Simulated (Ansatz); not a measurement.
# FH₄MoN₃: small, medium and large basis sets

Aim: see how fast density functionals converge with the basis set for FH₄MoN₃.

Computed with Ansatz 0.2.0, Gaussian basis. Level: one geometry, several basis sets.

The runs, in order: PBE0-D4/def2-SVP; ωB97M-V/def2-SVP; PBE0-D4/def2-QZVPP; ωB97M-V/def2-QZVPP; the functionals' def2-TZVPP values are taken from earlier runs.

1 further run of the same task is left out (for a known fault of the program).

### Step 1. The geometry

The geometry comes from an earlier relaxation with PBE0-D4 in a triple-zeta def2 set; it is a stationary point, not always the lowest conformer. Mo takes the def2 core potential; no spin-orbit term is included.

SMILES `[NH]=[Mo](=[NH])([NH2])[F]`, 9 atoms, charge 0, spin multiplicity 1.

Atoms are counted from 1 here; the program's logs count them from 0.

Bond lengths: N1–Mo2 1.724 Å, N1–H6 1.011 Å, Mo2–N3 1.724 Å, Mo2–N4 1.929 Å, Mo2–F5 1.871 Å, N3–H7 1.011 Å, N4–H8 1.008 Å, N4–H9 1.008 Å. Angles: Mo2–N1–H6 154.9°, N1–Mo2–N3 112.0°, N1–Mo2–N4 106.7°, N1–Mo2–F5 109.5°, N3–Mo2–N4 106.7°, N3–Mo2–F5 109.5°, N4–Mo2–F5 112.5°, Mo2–N3–H7 154.9°, Mo2–N4–H8 122.8°, Mo2–N4–H9 122.8°, H8–N4–H9 111.5°.

### Step 2. PBE0-D4 in def2-SVP

Input file in.yaml:

```yaml
crystal:
  periodic: [false, false, false]
  atoms:
    - {symbol: N, position_ang: [-0.521393, 1.638744, -0.001762]}
    - {symbol: Mo, position_ang: [-0.020179, 0.071335, -0.515719]}
    - {symbol: N, position_ang: [1.687403, -0.131840, -0.392634]}
    - {symbol: N, position_ang: [-0.817352, -1.193806, 0.703468]}
    - {symbol: F, position_ang: [-0.556775, -0.206671, -2.286894]}
    - {symbol: H, position_ang: [-0.378273, 2.579615, 0.337954]}
    - {symbol: H, position_ang: [2.632261, 0.166813, -0.194663]}
    - {symbol: H, position_ang: [-0.324594, -2.001589, 1.052089]}
    - {symbol: H, position_ang: [-1.612597, -0.968902, 1.281261]}
basis:
  gaussian: {orbitals: def2-SVP}
hamiltonian: {xc: pbe0, dispersion: d4}
output: {orbitals: {seedname: orbitals}}
```

Started as:

```
> ansatz run in.yaml --threads 4 --pin off --events-out ev --progress --plain --max-ram 10444MiB
```

Further steps of the session: ωB97M-V in def2-SVP; PBE0-D4 in def2-QZVPP; ωB97M-V in def2-QZVPP.

Before running them: what should the planned runs give, taken together? Wanted: PBE0-D4: double and triple zeta above quadruple; ωB97M-V: double and triple zeta above quadruple.

As calculated:

| quantity | value |
| --- | --- |
| PBE0-D4: double and triple zeta above quadruple | 9.98, 0.53 eV |
| ωB97M-V: double and triple zeta above quadruple | 10.23, 0.51 eV |

For PBE0-D4 the step from double to triple zeta gains 9.45 eV and the next only 0.53 eV. These are total energies; as a rule much of such shifts cancels in differences, which this series doesn't test. The LUMO of ωB97M-V is positive and keeps falling with the basis (1.02 to 0.46 eV): an unbound level that the basis holds in place.
